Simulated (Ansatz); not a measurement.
# C₂H₁₁GaNOSbSi: up Jacob's ladder to CCSD(T)

The task here is to estimate one member of a computed series from the others.

Program: Ansatz 0.2.0, Gaussian basis. Level of theory: functionals in def2-TZVPP, the program's frozen cores in correlated methods. These are calculated values, not measurements.

Levels to be run: LDA (SPW92), PBE-D4, revPBE-D4, BLYP-D4, r2SCAN-D4, B97M-V, PBE0-D4, B3LYP-D4, r2SCANh-D4, r2SCAN0-D4, HSE06-D4, BHLYP-D4, CAM-B3LYP-D4, LC-ωPBE, ωB97X-V, ωB97M-V, B2PLYP, PBE-QIDH; CCSD(T)/def2-SVP; CCSD(T)/def2-TZVPP; MP2/def2-QZVPP; extrapolation to the limit; RPA on PBE.

## The relaxed structure

An earlier PBE0-D4 in a triple-zeta def2 set relaxation fixed the geometry. Sb takes the def2 core potential; no spin-orbit term is included.

SMILES `[CH3][SbH][C](N)([GaH2])O[SiH3]`, 18 atoms, charge 0, spin multiplicity 1.

Atoms are counted from 1 here; the program's logs count them from 0.

Bond lengths: C1–Sb2 2.155 Å, C1–H8 1.091 Å, C1–H9 1.090 Å, C1–H10 1.089 Å, Sb2–C3 2.193 Å, Sb2–H11 1.720 Å, C3–N4 1.413 Å, C3–Ga5 2.030 Å, C3–O6 1.475 Å, N4–H12 1.014 Å, N4–H13 1.014 Å, Ga5–H14 1.574 Å, Ga5–H15 1.570 Å, O6–Si7 1.629 Å, Si7–H16 1.483 Å, Si7–H17 1.480 Å, Si7–H18 1.529 Å. Angles: Sb2–C1–H8 109.1°, Sb2–C1–H9 109.5°, Sb2–C1–H10 109.2°, H8–C1–H9 108.8°, H8–C1–H10 110.3°, H9–C1–H10 110.0°, C1–Sb2–C3 94.4°, C1–Sb2–H11 94.0°, C3–Sb2–H11 92.1°, Sb2–C3–N4 110.2°, Sb2–C3–Ga5 112.0°, Sb2–C3–O6 106.7°, N4–C3–Ga5 106.6°, N4–C3–O6 111.4°, Ga5–C3–O6 110.0°, C3–N4–H12 113.3°, C3–N4–H13 113.9°, H12–N4–H13 109.7° and more.

The first run:

in.yaml reads:

```yaml
crystal:
  periodic: [false, false, false]
  atoms:
    - {symbol: C, position_ang: [-0.681239, -2.089290, -1.769184]}
    - {symbol: Sb, position_ang: [0.216854, -1.935517, 0.183802]}
    - {symbol: C, position_ang: [0.504165, 0.235667, 0.067604]}
    - {symbol: N, position_ang: [1.291483, 0.564019, -1.058364]}
    - {symbol: Ga, position_ang: [-1.255847, 1.224706, -0.147129]}
    - {symbol: O, position_ang: [1.161830, 0.643646, 1.322937]}
    - {symbol: Si, position_ang: [0.178256, 1.138265, 2.524254]}
    - {symbol: H, position_ang: [-1.739129, -1.834551, -1.696328]}
    - {symbol: H, position_ang: [-0.591070, -3.113642, -2.130670]}
    - {symbol: H, position_ang: [-0.175233, -1.407332, -2.451397]}
    - {symbol: H, position_ang: [1.809131, -2.240894, -0.391097]}
    - {symbol: H, position_ang: [1.428347, 1.561941, -1.175175]}
    - {symbol: H, position_ang: [2.187956, 0.090456, -1.084690]}
    - {symbol: H, position_ang: [-1.128843, 2.679762, -0.733833]}
    - {symbol: H, position_ang: [-2.635501, 0.485548, -0.026012]}
    - {symbol: H, position_ang: [-0.401317, 0.048942, 3.347434]}
    - {symbol: H, position_ang: [0.850862, 2.147030, 3.372274]}
    - {symbol: H, position_ang: [-1.020708, 1.801245, 1.845575]}
basis:
  gaussian: {orbitals: def2-TZVPP}
hamiltonian: {xc: lda}
output: {orbitals: {seedname: orbitals}}
```

Run with:

```
$ ansatz run in.yaml --threads 5 --pin off --events-out ev --progress --plain --max-ram 66560MiB --backend cuda --devices 0, --max-vram 37GiB
```

Among the steps run: LDA; PBE-D4 (GGA); revPBE-D4 (GGA); BLYP-D4 (GGA); r2SCAN-D4 (meta-GGA); B97M-V (meta-GGA); PBE0-D4 (hybrid); B3LYP-D4 (hybrid); r2SCANh-D4 (hybrid); r2SCAN0-D4 (hybrid); HSE06-D4 (hybrid); BHLYP-D4 (hybrid); CAM-B3LYP-D4 (range-separated); LC-ωPBE (range-separated); ωB97X-V (range-separated); ωB97M-V (range-separated); B2PLYP (double hybrid); PBE-QIDH (double hybrid).

One table of the session follows, with a row left open; its other results are not shown here.

It belongs to the step «Orbital energies across the functionals». 

| functional | HOMO (eV) | gap (eV) |
| --- | --- | --- |
| LDA (SPW92) | -5.60 | 3.24 |
| PBE-D4 | -5.44 | 3.39 |
| revPBE-D4 | -5.37 | 3.46 |
| BLYP-D4 | -5.31 | 3.41 |
| r2SCAN-D4 | ? | ? |
| B97M-V | -5.68 | 3.72 |
| PBE0-D4 | -6.48 | 5.24 |
| B3LYP-D4 | -6.30 | 4.88 |
| r2SCANh-D4 | -6.02 | 4.49 |
| r2SCAN0-D4 | -6.61 | 5.51 |
| HSE06-D4 | -6.09 | 4.49 |
| BHLYP-D4 | -7.41 | 7.07 |
| CAM-B3LYP-D4 | -7.72 | 7.47 |
| LC-ωPBE | -8.95 | 9.81 |
| ωB97X-V | -8.65 | 9.39 |
| ωB97M-V | -8.56 | 9.08 |

Estimate the missing values for r2SCAN-D4.

Worked estimate for «HOMO (eV)». Against the share of exact exchange, r2SCANh-D4 (0.1, -6.02), r2SCAN0-D4 (0.25, -6.61) give a slope of -3.93 per unit share; at 0 the line stands at -5.63.

The run gave: HOMO (eV): -5.63; gap (eV): 3.81. In «HOMO (eV)» the line misses by 0.00.
